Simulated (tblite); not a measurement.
# C3H13AlOSi2: the cost of one run

Programs: tblite 0.8.0 and PySCF 2.14.0, with density-fitted response routines of our own. Each step states its level of theory. These are calculated values for one molecule in the gas phase, unless marked as measured. Atoms count from 0, in the outputs and in this text.

### 1 The molecule as given

20 atoms, charge 0, multiplicity 1; geometry from: force field or distance geometry start.

Bonds of the start (Å): C0–C1 1.34, C1–C2 1.49, C2–Al3 2.02, Al3–O4 1.86, O4–Si5 1.72, O4–Si6 1.73, C0–H7 1.09, C0–H8 1.08, C1–H9 1.08, C2–H10 1.11, C2–H11 1.11, Al3–H12 1.58, Al3–H13 1.60, Si5–H14 1.47, Si5–H15 1.47, Si5–H16 1.48, Si6–H17 1.48, Si6–H18 1.48, Si6–H19 1.47.

### 2 Relaxing the molecule with GFN2-xTB

The job: settings as JSON, then the geometry in Å.

```
{"job": {"kind": "relax", "xc": "GFN2-xTB", "basis": "xTB"}, "charge": 0, "multiplicity": 1}
C      2.519600    -0.104700     0.959200
C      2.569600    -0.395400    -0.351000
C      1.487900    -1.159400    -1.030500
Al    -0.131900     0.004800    -1.342600
O     -0.780900     0.602800     0.290800
Si    -1.645300    -0.711100     0.989900
Si    -1.966400     1.797200    -0.099800
H      1.657500    -0.383200     1.562300
H      3.332600     0.428400     1.436400
H      3.455000    -0.121100    -0.901000
H      1.197000    -2.058200    -0.448700
H      1.833000    -1.489000    -2.029600
H      0.305400     1.240400    -2.227600
H     -1.243700    -0.834400    -2.123400
H     -2.698400    -1.207000     0.098100
H     -0.711800    -1.803700     1.319700
H     -2.254800    -0.271800     2.259300
H     -3.014300     1.246000    -0.981500
H     -2.594500     2.285300     1.148500
H     -1.320900     2.944800    -0.748700
```

Started as:

```console
$ OMP_NUM_THREADS=1 python probes_run.py task.json out
```

One launch serves the whole session: the jobs run in the order shown.

**Question.** How long does this first job take on 1 thread of Arm Neoverse N1, shared host, and how much memory does it need?

About 3.6 s, with a peak of 0.18 GiB.
